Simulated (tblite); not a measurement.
# C3H5F3GeN2: the cost of one run

The runs use tblite 0.8.0 and PySCF 2.14.0, with density-fitted response routines of our own; the level of theory stands in each step. All values are computed, except where a source is named. Atoms are numbered from 0 throughout.

## 1. The molecule as given

14 atoms, charge 0, multiplicity 1; geometry from: force field or distance geometry start.

Bonds of the start (Å): N0–C1 1.14, C1–Ge2 1.91, Ge2–N3 1.89, N3–C4 1.44, C4–C5 1.53, C5–F6 1.37, C5–F7 1.38, C5–F8 1.40, Ge2–H9 1.55, Ge2–H10 1.54, N3–H11 1.07, C4–H12 1.13, C4–H13 1.10.

## 2. Relaxing the molecule with GFN2-xTB

Job settings and geometry (Å):

```
{"job": {"kind": "relax", "xc": "GFN2-xTB", "basis": "xTB"}, "charge": 0, "multiplicity": 1}
N      1.862400     2.786300     0.153700
C      1.894000     1.663300    -0.062400
Ge     1.956900    -0.216400    -0.384200
N      0.193000    -0.879000    -0.520300
C     -0.641200     0.060800     0.190900
C     -2.118700    -0.318300     0.186200
F     -2.349100    -1.530200     0.791700
F     -2.612800    -0.266900    -1.099700
F     -2.756200     0.716600     0.873700
H      2.710800    -0.848100     0.811500
H      2.631200    -0.543700    -1.730600
H      0.143700    -1.843200    -0.070300
H     -0.583800     1.017500    -0.401100
H     -0.330800     0.200800     1.238700
```

Run with:

```bash
$ OMP_NUM_THREADS=1 python probes_run.py task.json out
```

One launch serves the whole session: the jobs run in the order shown.

**Question.** How long does this first job take on 1 thread of Intel Xeon at 2.50GHz, shared host, and how much memory does it need?

About 4.3 s, with a peak of 0.18 GiB.
